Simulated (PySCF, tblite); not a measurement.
# C₉H₁₈Ge: geometry, infrared bands and NMR shifts, part 2 of 2

tblite 0.8.0 and PySCF 2.14.0. Atoms count from 0. The steps go on from the part before.

### 5 NMR shieldings: PBE0/pcSseg-1

Job settings and geometry (Å):

```
{"job": {"kind": "nmr", "xc": "PBE0", "basis": "pcSseg-1"}, "charge": 0, "multiplicity": 1}
C      3.521968     1.480032     0.370397
C      2.418638     1.208084    -0.332965
C      2.061847    -0.115542    -0.914009
Ge     0.715015    -1.078941     0.161776
C     -0.227469    -2.483486    -0.863852
C     -1.324790    -1.435660    -1.163886
C     -1.164535    -0.409117    -0.005106
C     -1.987033    -0.837728     1.205307
C     -1.431836     1.033874    -0.410619
C     -1.176873     2.069155     0.674364
H      3.698565     2.473345     0.790033
H      4.288043     0.719106     0.550235
H      1.684484     2.010540    -0.478307
H      2.943664    -0.772500    -0.984114
H      1.642053    -0.010906    -1.927468
H      1.291641    -1.383101     1.563957
H     -0.581544    -3.298421    -0.215029
H      0.258616    -2.929872    -1.742315
H     -1.103876    -0.935650    -2.122479
H     -2.349073    -1.842675    -1.250745
H     -3.066928    -0.714857     1.001195
H     -1.746690    -0.250289     2.103879
H     -1.823622    -1.897298     1.459511
H     -0.817477     1.273571    -1.296795
H     -2.482666     1.114978    -0.752080
H     -1.879307     1.966009     1.514889
H     -0.158087     1.974789     1.084954
H     -1.284921     3.091967     0.282324
```

Method: GIAO PBE0/pcSseg-1 NMR shielding, non-relativistic, gas phase.

The program printed:

```text
coarse grid: 98536 points
cycle   1  E = -2429.6744384149  dE =  1.731e-01  |g| = 9.918e-01  |ddm| = 4.708e+00
cycle   2  E = -2429.6141519108  dE =  6.029e-02  |g| = 1.088e+00  |ddm| = 1.372e+00
cycle   3  E = -2429.7921466145  dE = -1.780e-01  |g| = 1.211e-01  |ddm| = 9.033e-01
cycle   4  E = -2429.7947870951  dE = -2.640e-03  |g| = 6.081e-02  |ddm| = 1.830e-01
cycle   5  E = -2429.7957209249  dE = -9.338e-04  |g| = 8.322e-03  |ddm| = 6.739e-02
cycle   6  E = -2429.7957366585  dE = -1.573e-05  |g| = 3.260e-03  |ddm| = 1.263e-02
cycle   7  E = -2429.7957390520  dE = -2.394e-06  |g| = 1.161e-03  |ddm| = 3.395e-03
final grid: 210608 points
cycle   8  E = -2429.7958938434  dE =  4.336e-07  |g| = 1.971e-03  |ddm| = 4.937e-03
cycle   9  E = -2429.7958916686  dE =  2.175e-06  |g| = 3.496e-03  |ddm| = 4.637e-03
cycle  10  E = -2429.7958948593  dE = -3.191e-06  |g| = 1.614e-04  |ddm| = 2.901e-03
cycle  11  E = -2429.7958948658  dE = -6.540e-09  |g| = 2.874e-05  |ddm| = 1.873e-04
cycle  12  E = -2429.7958948659  dE = -1.237e-10  |g| = 6.475e-06  |ddm| = 2.566e-05
converged SCF energy = -2429.7958948659

GIAO shielding tensors (ppm)
atom      isotropic    diamagn.    paramagn.     s11        s22        s33       span
  0 C       64.366     252.362    -187.996    -49.232     88.615    153.715    202.948
  1 C       39.996     256.589    -216.593    -85.843     46.208    159.622    245.465
  2 C      161.640     252.026     -90.386    140.043    157.201    187.676     47.633
  3 Ge    1349.315    2758.239   -1408.923   1294.803   1348.218   1404.926    110.123
  4 C      172.061     256.005     -83.944    155.544    170.870    189.770     34.226
  5 C      144.275     252.346    -108.071    123.657    136.126    173.041     49.384
  6 C      138.876     250.950    -112.075    105.706    154.118    156.803     51.098
  7 C      161.344     246.709     -85.365    139.654    160.009    184.368     44.714
  8 C      148.964     245.435     -96.471    134.915    142.255    169.722     34.806
  9 C      170.125     248.297     -78.172    158.727    168.387    183.262     24.534
 10 H       26.107      28.479      -2.372     22.679     24.798     30.843      8.164
 11 H       26.032      29.770      -3.737     22.125     24.947     31.025      8.901
 12 H       25.159      33.042      -7.884     22.691     23.108     29.677      6.987
 13 H       29.357      31.597      -2.240     24.583     27.788     35.699     11.116
 14 H       29.243      32.418      -3.175     25.252     28.494     33.983      8.732
 15 H       26.603      31.756      -5.153     20.428     22.247     37.133     16.705
 16 H       29.746      32.638      -2.892     25.385     27.144     36.708     11.323
 17 H       30.138      31.759      -1.622     25.849     26.533     38.032     12.184
 18 H       29.275      33.625      -4.350     26.186     28.201     33.437      7.251
 19 H       29.535      32.487      -2.952     24.913     27.479     36.213     11.299
 20 H       30.627      30.887      -0.259     26.603     27.180     38.098     11.495
 21 H       29.922      31.832      -1.910     25.479     28.576     35.710     10.230
 22 H       29.726      32.144      -2.418     24.934     29.234     35.010     10.076
 23 H       29.656      33.398      -3.742     25.885     29.626     33.456      7.571
 24 H       30.054      31.721      -1.667     25.411     29.101     35.651     10.239
 25 H       30.235      30.600      -0.365     25.041     29.295     36.369     11.328
 26 H       30.657      32.802      -2.145     25.822     30.849     35.299      9.477
 27 H       30.251      28.971       1.280     26.027     26.622     38.104     12.077
```

Run time: 6.1 min. Hardware: 1 thread of Intel Xeon at 2.50GHz, shared host; peak memory 1.4 GiB.

The references, computed at this level on geometries of the same kind, shield at (ppm): ¹H TMS 31.27, ¹³C TMS 184.4, ⁷³Ge GeMe4 1330. Their shielding less the atom's gives the shift. The references are single molecules in the gas phase. Atoms listed in one row are averaged.

```
        atoms                                                  environment  σ (ppm)  δ (ppm)
           C1                                                    alkene CH     40.0    144.4
           C0                                         terminal =CH2 carbon     64.4    120.0
           C6                    fully substituted sp3 carbon bonded to Ge    138.9     45.5
           C5                                            sp3 CH2 in a ring    144.3     40.1
           C8                                                      sp3 CH2    149.0     35.4
           C7                                                methyl carbon    161.3     23.1
           C2                                 allylic sp3 CH2 bonded to Ge    161.6     22.8
           C9                                                methyl carbon    170.1     14.3
           C4                                         sp3 CH2 bonded to Ge    172.1     12.3
          H12                                     hydrogen on an alkene CH    25.16     6.11
          H11                           hydrogen on a terminal =CH2 carbon    26.03     5.23
          H10                           hydrogen on a terminal =CH2 carbon    26.11     5.16
          H15  hydrogen on a germanium bonded to 3 C, in a 4-membered ring    26.60     4.66
          H14                  hydrogen on an allylic sp3 CH2 bonded to Ge    29.24     2.02
          H18                             hydrogen on an sp3 CH2 in a ring    29.27     1.99
          H13                  hydrogen on an allylic sp3 CH2 bonded to Ge    29.36     1.91
          H19                             hydrogen on an sp3 CH2 in a ring    29.54     1.73
          H23                                       hydrogen on an sp3 CH2    29.66     1.61
          H16                          hydrogen on an sp3 CH2 bonded to Ge    29.75     1.52
          H24                                       hydrogen on an sp3 CH2    30.05     1.21
H20, H21, H22                                  hydrogen on a methyl carbon    30.09     1.18
          H17                          hydrogen on an sp3 CH2 bonded to Ge    30.14     1.13
H25, H26, H27                                  hydrogen on a methyl carbon    30.38     0.89
          Ge3             germanium bonded to 3 C, H, in a 4-membered ring     1349      -19
```

Charges from the same density, by scheme (e):

```
atoms  Mulliken    IAO  Hirshfeld  ESP fit
   C0     -0.17  -0.33      -0.12    -0.53
   C1     -0.25  -0.12      -0.04    -0.05
   C2     -0.42  -0.50      -0.15    -0.34
  Ge3      0.61   0.73       0.36     0.39
   C4     -0.42  -0.51      -0.16    -0.49
   C5     -0.09  -0.25      -0.08     0.06
   C6     -0.77  -0.17      -0.05     0.13
   C7     -0.14  -0.40      -0.12    -0.48
   C8     -0.13  -0.24      -0.07     0.08
   C9     -0.28  -0.41      -0.12    -0.26
```

Mayer bond orders: C0–C1 1.96, C1–C2 1.04, C2–Ge3 0.92, Ge3–C4 0.96, C4–C5 0.98, C5–C6 0.94, C6–C7 1.00, C6–C8 1.01, C8–C9 1.06, C6–Ge3 0.86.

Ring of atoms Ge3, C4, C5, C6: NICS(0) -2.8, NICS(1) -1.5, NICS(1)zz 3.4 ppm (means of both faces).

The fields below are evaluated on a grid from the run's orbitals.

Frontier orbitals at PBE0/pcSseg-1, with the share of their density that lies nearest to each atom:

```
orbital  energy (eV)                                                        lies on
   HOMO        -6.79                                      C0 25 %; C1 15 %; C2 11 %
   LUMO         0.16  C0, C1 about 24 % each; Ge3 9 %; H10, H11, H12 about 7 % each
```

ELF in a plane through or near 7 of the atoms.

Values, 10 rows by 14 columns:
```
0.00 0.00 0.00 0.00 0.00 0.00 0.00 0.00 0.00 0.00 0.00 0.00 0.00 0.00
0.00 0.00 0.00 0.00 0.00 0.00 0.00 0.02 0.02 0.00 0.00 0.00 0.00 0.00
0.00 0.00 0.00 0.00 0.00 0.02 0.13 0.77 0.99 0.06 0.00 0.00 0.00 0.00
0.00 0.00 0.62 0.48 0.01 0.26 1.00 0.56 0.29 0.03 0.49 0.01 0.00 0.00
0.00 0.04 0.99 0.96 0.42 0.06 0.02 0.07 0.40 0.72 1.00 0.54 0.00 0.00
0.00 0.01 0.59 0.68 0.65 0.16 0.20 0.43 0.55 0.32 0.07 0.01 0.00 0.00
0.00 0.00 0.79 0.81 0.05 0.40 0.22 0.24 0.30 0.04 0.00 0.00 0.00 0.00
0.00 0.00 0.00 0.00 0.45 0.07 0.11 0.51 0.86 0.99 0.05 0.00 0.00 0.00
0.00 0.00 0.00 0.00 0.00 0.00 0.00 0.02 0.05 0.13 0.00 0.00 0.00 0.00
0.00 0.00 0.00 0.00 0.00 0.00 0.00 0.00 0.00 0.00 0.00 0.00 0.00 0.00
```
The map spans 14.0 Å across and 11.7 Å up, centred on the molecule. Atoms in the plane (x, y in Å): C0 (-3.8, 0.1), Ge3 (-0.2, -1.1), H10 (-4.4, 1.0), H16 (1.9, -2.7), H20 (3.1, 0.9), H25 (0.9, 2.9), H26 (-0.7, 2.1).

log10 of the density (e/Å³) in the same plane.

Values, 10 rows by 14 columns:
```
-4.0 -4.0 -4.0 -4.0 -4.0 -4.0 -4.0 -4.0 -4.0 -4.0 -4.0 -4.0 -4.0 -4.0
-4.0 -4.0 -4.0 -4.0 -4.0 -3.8 -2.9 -2.4 -2.6 -3.5 -4.0 -4.0 -4.0 -4.0
-4.0 -4.0 -4.0 -4.0 -4.0 -2.5 -1.4 -0.6 -0.7 -2.3 -3.7 -4.0 -4.0 -4.0
-4.0 -3.3 -1.9 -1.7 -2.3 -1.6  0.0 -0.3 -0.9 -1.6 -1.7 -2.8 -4.0 -4.0
-4.0 -2.5 -0.6  0.0 -0.8 -1.5 -1.5 -1.1 -0.4 -0.1 -0.1 -1.9 -3.8 -4.0
-4.0 -2.5 -0.8  0.3 -0.3 -0.9 -0.4 -0.2 -0.2 -0.5 -1.4 -2.6 -4.0 -4.0
-4.0 -3.1 -1.5 -1.0 -1.3 -0.7  0.2  0.4 -0.6 -1.2 -2.2 -3.4 -4.0 -4.0
-4.0 -4.0 -3.6 -2.9 -1.9 -1.7 -1.5 -0.8 -0.1 -0.4 -2.3 -4.0 -4.0 -4.0
-4.0 -4.0 -4.0 -4.0 -3.6 -3.5 -2.9 -2.2 -1.8 -2.0 -3.1 -4.0 -4.0 -4.0
-4.0 -4.0 -4.0 -4.0 -4.0 -4.0 -4.0 -4.0 -3.8 -4.0 -4.0 -4.0 -4.0 -4.0
```
The map spans 14.0 Å across and 11.7 Å up, centred on the molecule. Atoms in the plane (x, y in Å): C0 (-3.8, 0.1), Ge3 (-0.2, -1.1), H10 (-4.4, 1.0), H16 (1.9, -2.7), H20 (3.1, 0.9), H25 (0.9, 2.9), H26 (-0.7, 2.1).

On the surface of density 0.002 e/bohr³ the electrostatic potential runs, from the 1st to the 99th percentile, from -0.67 V near C0 to 0.71 V near H14.

### 6 Shielding tensors: B97-2/pcSseg-1

Settings changed since step 5:

```diff
@@ -1,2 +1,2 @@
-{"job": {"kind": "nmr", "xc": "PBE0", "basis": "pcSseg-1"}, "charge": 0, "multiplicity": 1}
+{"job": {"kind": "nmr", "xc": "B97-2", "basis": "pcSseg-1", "pop": false}, "charge": 0, "multiplicity": 1}
 C      3.521968     1.480032     0.370397
```

With the program's defaults for keys left out, this is: GIAO B97-2/pcSseg-1 NMR shielding, non-relativistic, gas phase.

The program printed:

```text
coarse grid: 98536 points
cycle   1  E = -2430.7909034523  dE =  1.102e-01  |g| = 9.160e-01  |ddm| = 4.708e+00
cycle   2  E = -2430.7197427592  dE =  7.116e-02  |g| = 1.040e+00  |ddm| = 1.404e+00
cycle   3  E = -2430.9062999007  dE = -1.866e-01  |g| = 1.256e-01  |ddm| = 9.355e-01
cycle   4  E = -2430.9091924038  dE = -2.893e-03  |g| = 6.408e-02  |ddm| = 1.933e-01
cycle   5  E = -2430.9102444001  dE = -1.052e-03  |g| = 7.995e-03  |ddm| = 7.052e-02
cycle   6  E = -2430.9102582679  dE = -1.387e-05  |g| = 3.526e-03  |ddm| = 1.240e-02
cycle   7  E = -2430.9102611160  dE = -2.848e-06  |g| = 1.139e-03  |ddm| = 3.613e-03
final grid: 210608 points
cycle   8  E = -2430.9103215490  dE =  4.633e-07  |g| = 2.010e-03  |ddm| = 5.276e-03
cycle   9  E = -2430.9103189256  dE =  2.623e-06  |g| = 3.730e-03  |ddm| = 4.898e-03
cycle  10  E = -2430.9103226269  dE = -3.701e-06  |g| = 1.591e-04  |ddm| = 3.119e-03
cycle  11  E = -2430.9103226332  dE = -6.246e-09  |g| = 3.041e-05  |ddm| = 1.948e-04
cycle  12  E = -2430.9103226333  dE = -1.583e-10  |g| = 7.025e-06  |ddm| = 2.740e-05
converged SCF energy = -2430.9103226333

GIAO shielding tensors (ppm)
atom      isotropic    diamagn.    paramagn.     s11        s22        s33       span
  0 C       66.775     252.290    -185.515    -43.670     90.874    153.122    196.791
  1 C       42.624     256.726    -214.102    -79.907     49.229    158.550    238.457
  2 C      160.698     252.348     -91.650    139.447    156.840    185.807     46.360
  3 Ge    1340.138    2759.818   -1419.680   1286.171   1338.360   1395.883    109.712
  4 C      170.272     256.206     -85.935    153.619    169.197    187.999     34.379
  5 C      143.665     252.545    -108.880    123.287    136.000    171.708     48.421
  6 C      137.880     251.705    -113.825    105.090    153.097    155.452     50.363
  7 C      160.553     246.873     -86.320    139.534    159.123    183.001     43.467
  8 C      148.377     245.912     -97.535    134.564    141.826    168.739     34.175
  9 C      168.969     248.372     -79.402    157.815    167.084    182.009     24.194
 10 H       26.279      28.647      -2.368     22.901     24.972     30.965      8.064
 11 H       26.210      29.929      -3.719     22.384     25.114     31.133      8.749
 12 H       25.327      33.452      -8.126     22.907     23.321     29.752      6.846
 13 H       29.471      31.665      -2.194     24.766     27.970     35.675     10.908
 14 H       29.364      32.765      -3.401     25.445     28.639     34.007      8.562
 15 H       26.753      32.130      -5.377     20.642     22.443     37.176     16.534
 16 H       29.847      32.703      -2.856     25.571     27.309     36.660     11.089
 17 H       30.234      31.852      -1.618     26.033     26.695     37.974     11.941
 18 H       29.390      33.917      -4.527     26.337     28.338     33.494      7.158
 19 H       29.626      32.439      -2.813     25.071     27.614     36.194     11.123
 20 H       30.700      30.925      -0.225     26.750     27.315     38.035     11.286
 21 H       30.022      32.152      -2.130     25.661     28.694     35.711     10.050
 22 H       29.845      32.326      -2.481     25.134     29.354     35.047      9.913
 23 H       29.762      33.875      -4.113     26.072     29.740     33.474      7.401
 24 H       30.145      31.777      -1.632     25.580     29.206     35.648     10.068
 25 H       30.332      30.772      -0.440     25.232     29.417     36.346     11.114
 26 H       30.739      33.292      -2.553     25.996     30.949     35.272      9.276
 27 H       30.357      29.100       1.257     26.231     26.783     38.057     11.826
```

Run time: 4.5 min. Hardware: 1 thread of Intel Xeon at 2.50GHz, shared host; peak memory 1.5 GiB.

Key values: δ C1 141.1, C0 116.9, C6 45.8, C5 40.0, H12 6.05, H11 5.16 ppm.

### 7 Comparing the runs: NMR shifts

Shifts (ppm) of some atoms, chosen among heavy atoms and hydrogens apart, with basis size and wall time:

```
           run     C1     C0    C6    C9    C4   H11   H10  functions     time
 PBE0/pcSseg-1  144.4  120.0  45.5  14.3  12.3  5.23  5.16        284  6.1 min
B97-2/pcSseg-1  141.1  116.9  45.8  14.7  13.4  5.16  5.10        284  4.5 min
```

### 8 Outcome

What follows sums up all 2 parts.

| quantity | value |
| --- | --- |
| strongest single infrared mode (GFN2-xTB) | 1764 cm⁻¹, 543 km/mol |
| zero-point energy (GFN2-xTB) | 150.2 kcal/mol |
| point group | C1 |
| rotational constants (main isotopes) | 1.26, 0.82, 0.60 GHz |
| ¹³C shifts against TMS (PBE0/pcSseg-1) | 144.4, 120.0, 45.5, 40.1, 35.4, 23.1, 22.8, 14.3, 12.3 ppm |
| ¹H shifts against TMS (PBE0/pcSseg-1, means over atoms taken as alike) | 6.11, 5.23, 5.16, 4.66, 2.02, 1.99, 1.91, 1.73, 1.61, 1.52, 1.21, 1.18, 1.13, 0.89 ppm |
| ⁷³Ge shifts against GeMe4 (PBE0/pcSseg-1) | -19 ppm |
| surface potential, 1st and 99th percentile | -0.67 V and 0.71 V |
| range of the shift of C1 | 141.1 to 144.4 ppm |

Over 104 steps the energy fell by 1.402 eV; of the close pairs, Ge3–C6 changed most, 1.890 to 2.038 Å (GFN2-xTB). The lowest mode is imaginary (26i cm⁻¹), so the xTB geometry is not a minimum. The strongest single mode, at 1764 cm⁻¹, moves mainly H15. GFN2-xTB is a fitted tight-binding method: band positions and strengths are rough. Its intensities can rank the bands wrongly. The optimisation took 19 steps and gained 0.347 eV; among the close pairs (by a distance rule), Ge3–C6 changed most, from 2.060 to 2.002 Å (PBE0/def2-SVP). C1 (alkene CH) lies farthest downfield among carbon, at 144.4 ppm; the olefinic region. H12 (hydrogen on an alkene CH) lies farthest downfield among hydrogen, at 6.11 ppm; a vinylic proton, deshielded by the sp2 carbon and the C=C anisotropy. At PBE0/pcSseg-1: The largest span, 245 ppm, is at C1, where the paramagnetic term is -217 ppm. Across the 2 runs the shift of C1 moves most, between 141.1 (B97-2/pcSseg-1) and 144.4 ppm (PBE0/pcSseg-1). Spin-orbit coupling is left out, which matters for shieldings and couplings at and beside the heavy atoms.
